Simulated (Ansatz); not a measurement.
# Aluminium, beta-Sn type under BLYP: ground state and equation of state

What does BLYP give for aluminium in the beta-Sn type structure? We relax it, solve it on a dense k-mesh, then scale the cell to 7 volumes from 88 to 112 % of the relaxed one and try a fit of the equation of state. Spin polarisation is left out. The k-meshes are 13×13×9 for the relaxation; 25×25×17 for the dense run; 17×17×12 for the volumes.

Method: DFT BLYP, plane waves (420 eV) with PAW, scalar-relativistic; PBE-made PAW files, in Ansatz 0.2.0.

## 1. The starting structure

Symmetry: I4_1/amd, No. 141, tetragonal system. Conventional cell: a = 5.036 Å, b = 5.036 Å, c = 2.750 Å, α = 90.00°, β = 90.00°, γ = 90.00°. Al (site symmetry -4m2) is surrounded by 6 Al at 2.61 to 2.75 Å.

Coordinates:

```
CELL_PARAMETERS angstrom
-2.51794 2.51794 1.37480
2.51794 -2.51794 1.37480
2.51794 2.51794 -1.37480
ATOMIC_POSITIONS crystal
Al 0.00000 0.00000 0.00000
Al 0.75000 0.25000 0.50000
```

## 2. Geometry optimisation

input.yaml

```yaml
crystal:
  lattice:
    - [-2.517940941, 2.517940941, 1.3747957538]
    - [2.517940941, -2.517940941, 1.3747957538]
    - [2.517940941, 2.517940941, -1.3747957538]
  atoms:
    - { symbol: Al, position: [0.0, 0.0, 0.0] }
    - { symbol: Al, position: [0.75, 0.25, 0.5] }
hamiltonian:
  xc: blyp
  pseudopotentials:
    kind: paw
    azcp:
      Al: "pseudopotentials/Al.paw.azcp"
basis:
  ecutwfc: 420
  fft_grid_basis: typed
kpoints:
  mp_grid: { grid: [13, 13, 9], shift: [0, 0, 0] }
magnetization:
  spin_polarized: false
scf:
  occupations: { method: fermi_dirac, width: 0.1 }
relax:
  max_steps: 60
  f_tol: 0.01
  cell: {}
```

After this run come: The energy on a finer k-mesh; The cell scaled to 88 % of its volume; The cell scaled to 92 % of its volume; The cell scaled to 96 % of its volume; The cell scaled to 100 % of its volume; The cell scaled to 104 % of its volume; The cell scaled to 108 % of its volume; The cell scaled to 112 % of its volume.

What does the calculation give? Wanted: space group; conventional cell; volume; shortest distance; gap on the mesh; relative to fcc; highest ELF outside the cores; V₀, B₀, B₀′.

**Answer**, as computed:

```
                      quantity                                              value
space group (spins left aside)                                      C2/c (No. 15)
             conventional cell  a = 2.854 Å, b = 8.681 Å, c = 3.031 Å, β = 90.29°
                        volume                                     18.774 Å³/atom
             shortest distance                                            2.812 Å
               gap on the mesh                       none (levels filled in part)
               relative to fcc                                       +11 meV/atom
 highest ELF outside the cores                 0.81, 1.05 Å from the nearest atom
                   V₀, B₀, B₀′                        18.752 Å³/atom, 53 GPa, 5.1
```

From the guessed start the volume grew by 7.7 % in 19 steps. The cell has left its prototype: it ends as C2/c. What follows belongs to that structure, not to the type named at the start. The mesh has less symmetry than the lattice, which may have let the distortion in. It lies 11 meV/atom above the element's reference form at the same level (fcc, from a run of its own). No gap shows: it is a metal or semimetal at this level. B₀ comes out at 53 GPa; letting shape and positions relax at each volume could only lower it.
